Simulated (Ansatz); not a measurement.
TaTe:

```
CELL_PARAMETERS angstrom
3.42009 0.00000 0.00000
0.00000 3.42009 0.00000
0.00000 0.00000 3.42009
ATOMIC_POSITIONS crystal
Ta 0.50000 0.50000 0.50000
Te 0.00000 0.00000 0.00000
```

The cell was built by a generator and needn't be a form met in nature.

```yaml
Program: Ansatz 0.2.0
Task: single point
Functional: PBE
Potentials_or_basis: all-electron LAPW, scalar-relativistic
Cutoff: 226 eV (chosen from the basis error)
Basis_error_allowed: 0.001 eV/atom
k_mesh: 8 × 8 × 8
Occupations: fermi-dirac, width 0.05 eV
Spin: no spin polarisation
```

On this cell: pressure 0.2 GPa; largest force zero by symmetry; band gap on the k mesh none (metal or under the smearing width).

The same run follows on a disturbed copy (atoms moved at random, drawn with an rms of 0.05 Å):

```
Ta Te
1.0
     3.42009    0.00000    0.00000
     0.00000    3.42009    0.00000
     0.00000    0.00000    3.42009
Ta Te
1 1
Direct
  0.49904 0.50212 0.50720
  0.01755 0.99833 0.99810
```

Q: What changes?

A: The energy (extrapolated to zero smearing) moves by +5.3 meV/atom; pressure 0.4 GPa; largest force 0.301 eV/Å; band gap on the k mesh none (metal or under the smearing width).

Forces on the atoms (eV/Å):
```
Ta   0.265 -0.054 -0.130
Te  -0.265  0.054  0.130
```

Stress tensor (GPa, compression positive):
```
 0.38 -0.13 -0.32
-0.13  0.48  0.07
-0.32  0.07  0.46
```
